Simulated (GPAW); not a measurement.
Input of a GPAW 26.7.0 run:

Contents of run.py:

```python
from ase import Atoms
from ase.filters import FrechetCellFilter
from ase.io import write
from ase.optimize import BFGS
from ase.units import GPa
from gpaw import GPAW, PW, setup_paths

setup_paths.insert(0, '.')

atoms = Atoms(['W', 'W', 'W', 'N', 'N', 'N', 'N'],
              cell=[[4.122, 0.0, 0.0],
                    [0.0, 4.122, 0.0],
                    [0.0, 0.0, 4.122]],
              scaled_positions=[[0.5, 0.0, 0.5],
                                [0.0, 0.5, 0.5],
                                [0.5, 0.5, 0.0],
                                [0.0, 0.0, 0.5],
                                [0.0, 0.5, 0.0],
                                [0.5, 0.0, 0.0],
                                [0.5, 0.5, 0.5]],
              pbc=True)

calc = GPAW(mode=PW(800),
            xc='PBEsol',
            kpts={'size': (5, 5, 5), 'gamma': True},
            occupations={'name': 'fermi-dirac', 'width': 0.05},
            nbands=55,
            convergence={'density': 1e-05, 'forces': 0.0001},
            maxiter=150,
            txt='gpaw.txt')
atoms.calc = calc
opt = BFGS(FrechetCellFilter(atoms, scalar_pressure=2 * GPa), trajectory='relax.traj', logfile='-')
done = opt.run(fmax=0.02, steps=60)
calc.write('gs.gpw')
write('result.traj', atoms)
print('Converged:', done)
print('Cell:', atoms.cell.cellpar().round(4))
print('Volume:', round(atoms.get_volume(), 4))
print(atoms.get_scaled_positions().round(5))
```

Potentials or basis: PAW data sets generated in the run's folder for this functional, pw.

Run with:

```bash
$ gpaw-setup -f PBEsol N W
$ OMP_NUM_THREADS=1 python run.py
```

**Question.** Predict the relaxed volume.

**Answer.** 10.32 Å³/atom.

**Question.** Estimate the space group after relaxing (to 0.05 Å).

**Answer.** Pm-3m (No. 221).

Final structure:
```xyz
7
Lattice="4.1654 0.0000 0.0000 0.0000 4.1654 0.0000 0.0000 0.0000 4.1654" Properties=species:S:1:pos:R:3 pbc="T T T"
W     2.0827    0.0000    2.0827
W     0.0000    2.0827    2.0827
W     2.0827    2.0827    0.0000
N     0.0000    0.0000    2.0827
N     0.0000    2.0827    0.0000
N     2.0827    0.0000    0.0000
N     2.0827    2.0827    2.0827
```

Caveat: later steps reuse the first step's grids. The run has no spin-orbit coupling, so splittings on W are missing.
